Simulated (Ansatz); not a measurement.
# H2NTi: the cost of one run

Program: Ansatz 0.2.0, Gaussian basis. Level of theory: def2-TZVPP, core rule «outside noble gas», up to 10 orbitals frozen. These are calculated values, not measurements.

To be run: UHF; CCSD(T) on ROHF; CCSD(T) on UHF; CCSDT(Q) on ROHF; CCSDT(Q) on UHF.

6 further runs of the same task are left out: 3 for a known fault of the program, 3 set aside as unsound or not needed.

## (1) The system

The geometry is a PBE0/def2-TZVP stationary point (not a proven minimum) of the parent state, kept for this charge and spin.

4 atoms, charge 1, spin multiplicity 7.

Atoms are counted from 1 here; the program's logs count them from 0.

Bond lengths: Ti1–N2 2.213 Å, N2–H3 1.023 Å, N2–H4 1.024 Å. Angles: Ti1–N2–H3 125.8°, Ti1–N2–H4 126.9°, H3–N2–H4 107.3°.

## (2) UHF

in.yaml

```yaml
crystal:
  periodic: [false, false, false]
  atoms:
    - {symbol: Ti, position_ang: [0.000000, -0.000006, 0.574128]}
    - {symbol: N, position_ang: [0.000000, -0.000668, -1.638816]}
    - {symbol: H, position_ang: [0.000000, 0.829097, -2.237756]}
    - {symbol: H, position_ang: [0.000000, -0.819548, -2.253941]}
basis:
  gaussian: {orbitals: def2-TZVPP}
total_charge: 1
magnetization: {spin_polarized: true, initial_magnetization: 6}
hamiltonian: {xc: hf}
output: {orbitals: {seedname: orbitals}}
```

Run with:

```
$ ansatz run in.yaml --threads 1 --pin off --events-out ev --progress --plain --max-ram 4096MiB --backend cpu
```

What time and memory should one allow on 1 thread of AMD EPYC 7R13, shared host?

About 25 s, with a peak of 0.32 GiB.
